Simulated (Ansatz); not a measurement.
Turn this script for the Ansatz DFT code, driven from Python into the input file that the command-line program reads.

Script `c3h5fsn.py`:
```python
"""Single point of C3H5FSn in a Gaussian basis."""

import sys
import warnings

import ansatz as az

BASIS = "def2-SVP"
FUNCTIONAL = "B3LYP"

warnings.simplefilter("ignore", az.DeckWarning)

mol = (
    az.Crystal.molecule()
    .atom("C", (-1.559, -0.7429, -0.0632))
    .atom("Sn", (0.3054, -0.3143, 0.8017))
    .atom("C", (1.7975, -0.1042, -0.5208))
    .atom("C", (1.2282, 1.1568, -0.3165))
    .atom("F", (1.0924, 2.4506, -0.6736))
    .atom("H", (-1.4718, -1.2237, -1.0349))
    .atom("H", (-2.1866, -1.3148, 0.6219))
    .atom("H", (-2.0888, 0.2808, -0.2705))
    .atom("H", (0.3347, 0.3876, 2.4568))
    .atom("H", (2.6311, -0.6271, -0.998))
)

calculation = mol.calculation()
calculation = calculation.basis(gaussian=BASIS).functional(FUNCTIONAL)
try:
    data = calculation.run().report
except az.AnsatzError as error:
    sys.exit(f"{type(error).__name__}: {error}")

print("reference energy %16.6f eV" % data["reference_energy_ev"])
print("total energy     %16.6f eV" % data["free_energy_ev"])
print("occupied (up, down):", data["n_occupied"], " virtual:", data["n_virtual"], " frozen:", data["n_frozen"])

state = data["mean_field"]["state"]
print(f"mean field: {state['energy']['hartree']:.7f} Ha, <S^2> = {abs(state['spin_squared']):.4f}, stability: {state.get('stability', {}).get('kind')}")
```

```console
$ python c3h5fsn.py
reference energy    -11733.734283 eV
total energy        -11733.734283 eV
occupied (up, down): [27, 27]  virtual: [80, 80]  frozen: 0
mean field: -431.2067815 Ha, <S^2> = 0.0000, stability: minimum
```

`input.yaml`:
```yaml
crystal:
  periodic: [false, false, false]
  atoms:
    - { symbol: C, position_ang: [-1.559, -0.7429, -0.0632] }
    - { symbol: Sn, position_ang: [0.3054, -0.3143, 0.8017] }
    - { symbol: C, position_ang: [1.7975, -0.1042, -0.5208] }
    - { symbol: C, position_ang: [1.2282, 1.1568, -0.3165] }
    - { symbol: F, position_ang: [1.0924, 2.4506, -0.6736] }
    - { symbol: H, position_ang: [-1.4718, -1.2237, -1.0349] }
    - { symbol: H, position_ang: [-2.1866, -1.3148, 0.6219] }
    - { symbol: H, position_ang: [-2.0888, 0.2808, -0.2705] }
    - { symbol: H, position_ang: [0.3347, 0.3876, 2.4568] }
    - { symbol: H, position_ang: [2.6311, -0.6271, -0.998] }
basis:
  gaussian: { orbitals: def2-SVP }
hamiltonian:
  xc: b3lyp
```

On the command line:
```console
$ ansatz run input.yaml --threads 1 --pin off --max-ram 4096MiB --backend cpu --events-out ev --progress --plain --runs-dir out
Engine: ansatz 0.2.0, aarch64-unknown-linux-gnu
Functional definition: B3LYP
  parameter a0 = 0.2
  parameter ax = 0.72
  parameter ac = 0.81
  exchange = (1 - a0 - ax)*slater_x + ax*b88_x + a0*exact_x
  correlation = (1 - ac)*vwn_rpa_c + ac*lyp_c
1266 factors; their error is unknown
mean field evaluation 1: about -11723.5645 eV, gradient 6.2e1 eV
mean field evaluation 2: about -11710.0275 eV, gradient 8.7e1 eV
mean field evaluation 4: about -11733.5357 eV, gradient 8.2e0 eV
mean field evaluation 8: about -11733.6887 eV, gradient 1.9e-1 eV
mean field evaluation 16: about -11733.7340 eV, gradient 4.4e-4 eV
mean field -11733.73403530 eV, -431.2067723867 hartree, gradient 5.6e-5 eV, S^2 0.000000; 0 other end points of the search recorded, 0 dependent functions left out
reference -11733.73428318 eV, -431.2067814961 hartree; 27, 27 occupied and 80, 80 virtual orbitals, 1266 factors
Total energy: -11733.73428318 eV, -431.2067814961 hartree
```

Total energies depend on the basis set; only differences at equal settings carry meaning. The geometry is a force-field or estimated start, not a minimum of this method, and the basis set is short of its limit. def2 sets replace the cores of elements past krypton by effective core potentials. b3lyp holds the VWN-RPA fit, as in Gaussian; the form of ORCA and Turbomole is b3lyp5. Run time: 3.7 s on 1 thread of Arm Neoverse V1, with other jobs on the host, peak memory 0.26 GiB.

(Lines on the test bed's own set-up are left out of the output.)
